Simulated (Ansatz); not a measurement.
I need a single point in a Gaussian basis of CHFNSi, SMILES N#C[SiH]F. Use the Ansatz DFT code, driven from Python. Level of theory: B3LYP, def2-SVPD basis, multiplicity 2.

`chfnsi.xyz`
```text
5

N     1.39480   -1.22110    1.45150
C     0.74340   -0.61390    0.61900
Si   -0.20820    0.31210   -0.73430
F    -1.56350   -0.30580   -0.93730
H    -0.31660    1.75510   -0.44030
```

`chfnsi.py`
```python
"""Single point of CHFNSi in a Gaussian basis."""

import warnings

import ansatz as az


def main() -> None:
    warnings.simplefilter("ignore", az.DeckWarning)

    geometry = az.Crystal.molecule_from_extxyz("chfnsi.xyz")

    base = geometry.calculation().basis(gaussian="def2-SVPD").functional("B3LYP").spin("collinear", total=1)
    result = base.run(threads=1, pin="off")
    report = result.report

    print("reference energy %16.6f eV" % report["reference_energy_ev"])
    print("total energy     %16.6f eV" % report["free_energy_ev"])
    print("occupied orbitals outside the frozen core (up, down):", report["n_occupied"], " frozen:", report["n_frozen"], " virtual:", report["n_virtual"])


if __name__ == "__main__":
    main()
```

```console
$ python chfnsi.py
reference energy    -13130.958790 eV
total energy        -13130.958790 eV
occupied orbitals outside the frozen core (up, down): [19, 18]  frozen: 0  virtual: [76, 77]
```

Total energies depend on the basis set; only differences at equal settings carry meaning. The geometry is a force-field or estimated start, not a minimum of this method, and the basis set is short of its limit. The run takes the species as open-shell (spin multiplicity 2), which needn't be its ground state. b3lyp holds the VWN-RPA fit, as in Gaussian; the form of ORCA and Turbomole is b3lyp5. It ran for 4.1 s on 1 thread of Arm Neoverse V1, on a shared host, peak memory 0.25 GiB.
